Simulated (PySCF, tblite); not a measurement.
# C7H10F radical: geometry, infrared bands and EPR parameters

Wanted: the infrared bands and EPR parameters of C7H10F radical (`C=CC(=C)[C](C)CF`), by calculation.

Computed with tblite 0.8.0 and PySCF 2.14.0, with density-fitted response routines of our own, on a single molecule in the gas phase. Atoms count from 0, in the outputs and in this text.

## 1. The molecule as given

18 atoms, charge 0, multiplicity 2; geometry from: force field or distance geometry start.

Bonds of the start (Å): C0–C1 1.29, C1–C2 1.44, C2–C3 1.36, C2–C4 1.45, C4–C5 1.51, C4–C6 1.50, C6–F7 1.41, C0–H8 1.07, C0–H9 1.10, C1–H10 1.12, C3–H11 1.09, C3–H12 1.08, C5–H13 1.12, C5–H14 1.12, C5–H15 1.08, C6–H16 1.11, C6–H17 1.08.

## 2. Relaxing the molecule with GFN2-xTB

The job: settings as JSON, then the geometry in Å.

```
{"job": {"kind": "relax", "xc": "GFN2-xTB", "basis": "xTB"}, "charge": 0, "multiplicity": 2}
C      1.852200     0.392000    -1.427200
C      1.723900     0.046300    -0.188100
C      0.631500    -0.574300     0.509000
C      0.847700    -0.800300     1.830900
C     -0.676700    -0.977500     0.041800
C     -1.744100    -0.408200     0.950800
C     -1.094000    -0.698300    -1.367200
F     -2.415900    -1.163800    -1.545500
H      1.138900     0.300600    -2.214000
H      2.803500     0.855200    -1.724400
H      2.624300     0.245900     0.449400
H      0.071600    -1.268400     2.438800
H      1.796900    -0.527100     2.270900
H     -1.244200     0.314100     1.639200
H     -2.083900    -1.291300     1.557400
H     -2.609300    -0.002500     0.437400
H     -0.514100    -1.323500    -2.080800
H     -1.116900     0.357900    -1.590200
```

The run is started by

```sh
> OMP_NUM_THREADS=1 python probes_run.py task.json out
```

This one command runs all jobs of the session in turn.

**Question.** This job is followed by: GFN2-xTB harmonic vibrations, gas phase; UKS B3LYP, pcH-1 on C F H, non-relativistic, mean-field spin-orbit, GIAO. Predict these results of the whole session: strongest single infrared mode (GFN2-xTB); zero-point energy (GFN2-xTB); g(iso) (B3LYP); ⟨S²⟩; largest a(iso) (averaged by class); potential on the surface of density 0.002 e/bohr³, 1st and 99th percentile.

As calculated:

| quantity | value |
| --- | --- |
| strongest single infrared mode (GFN2-xTB) | 989 cm⁻¹, 60 km/mol |
| zero-point energy (GFN2-xTB) | 90.9 kcal/mol |
| g(iso) (B3LYP) | 2.00253 |
| ⟨S²⟩ | 0.779 (exact 0.75) |
| largest a(iso) (averaged by class) | 19F on F7, 97.6 MHz |
| potential on the surface of density 0.002 e/bohr³, 1st and 99th percentile | -1.14 V and 0.91 V |

In words: Over 136 steps the energy fell by 1.082 eV; of the close pairs, C2–C4 changed most, 1.446 to 1.398 Å. All 48 modes are real, so the xTB geometry is a minimum. The strongest single mode, at 989 cm⁻¹, is spread over many atoms; the largest shares are those of C6, F7. GFN2-xTB is a fitted tight-binding method: band positions and strengths are rough. Its intensities can rank the bands wrongly. The largest spin populations lie on C3 (0.66 e), C4 (0.64 e). The isotropic g lies 0.2 ppt above the free-electron value. The conformer search found further structures of the same energy, which may be mirror or relabelled copies of this one.
